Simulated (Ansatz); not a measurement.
What does this script print? It uses Ansatz's Python interface.

`se.py`:
```python
"""From the given cell of Se to a relaxed cell, its gap and its density of states."""

import warnings

import ansatz
import numpy as np
from pymatgen.core import Lattice, Structure
from pymatgen.io.ase import AseAtomsAdaptor


def count_gap(report):
    # lowest empty less highest filled band, counting bands; zero where they overlap
    return max(report.get("gap_by_band_count_ev") or 0.0, 0.0)


def configured(crystal, spacing):
    return (
        crystal.calculation()
        .pseudopotentials("paw")
        .occupations("Fermi-Dirac")
        .functional("pbesol")
        .kpoints(spacing=spacing)
    )

warnings.simplefilter("ignore", ansatz.DeckWarning)

pmg_structure = Structure(
    Lattice([[2.810563, 0.0, 0.0], [0.0, 2.810563, 0.0], [0.0, 0.0, 2.810563]]),
    ["Se"],
    [
        [0.0, 0.0, 0.0],
    ],
)
structure = ansatz.Crystal.from_ase(AseAtomsAdaptor.get_atoms(pmg_structure))

relaxed = configured(structure, 0.3).relax(cell=True, force_tolerance=0.02, max_steps=40).checkpoint(write="relax.run", compress=False).run(threads=1, pin="off")
cell = np.asarray(relaxed.lattice.cell_ang)
print("relaxed edges (A):", np.linalg.norm(cell, axis=1).round(4), " volume:", round(abs(np.linalg.det(cell)), 3), "A^3")
for site in relaxed.lattice.sites:
    print(" ", site.symbol, np.round(site.position_frac, 4) + 0.0)

final = ansatz.Crystal.from_checkpoint("relax.run")
res = configured(final, 0.22).stress().band_table().density_of_states(energy_step=0.05).run(threads=1, pin="off")
summary = res.report
dos = res.density_of_states()
print(f"pressure at the relaxed cell {np.trace(summary['stress_gpa']) / 3:.3f} GPa, gap by band count {count_gap(summary):.3f} eV")
if count_gap(summary) == 0:
    print("states/eV at the Fermi level:", round(float(np.interp(dos.fermi_ev, dos.energies_ev, dos.spin_summed_g_bin_mean_per_ev)), 3))
```

```console
$ python se.py
relaxed edges (A): [2.7924 2.7924 2.7924]  volume: 21.775 A^3
  Se [0. 0. 0.]
pressure at the relaxed cell -0.539 GPa, gap by band count 0.000 eV
states/eV at the Fermi level: 0.472
```

Caveats:
- For a metal this k-point mesh is coarse: on a finer one energies can move by several to tens of meV an atom and pressures by half a GPa or more, differences at one mesh by less.
- An absolute Fermi energy rests on an arbitrary zero of the periodic potential and has no direct meaning.
- A gap by band count of zero or less means overlapping bands, a metal.
- This isn't the structure that Se takes at ambient conditions.
- Gaps and levels are Kohn-Sham values on a finite set of k-points, without spin-orbit coupling.
- Where the second run takes another functional or mesh than the relaxation, its pressure isn't zero; pressure is positive in compression.
- The computed bands are complete only to about 5.9 eV above the Fermi level; beyond that the density of states is undercounted.
- Run time: 3.6 s on 1 thread of Arm Neoverse V2, on a shared host, peak memory 0.41 GiB.

(Lines on the test bed's own set-up are left out of the output.)
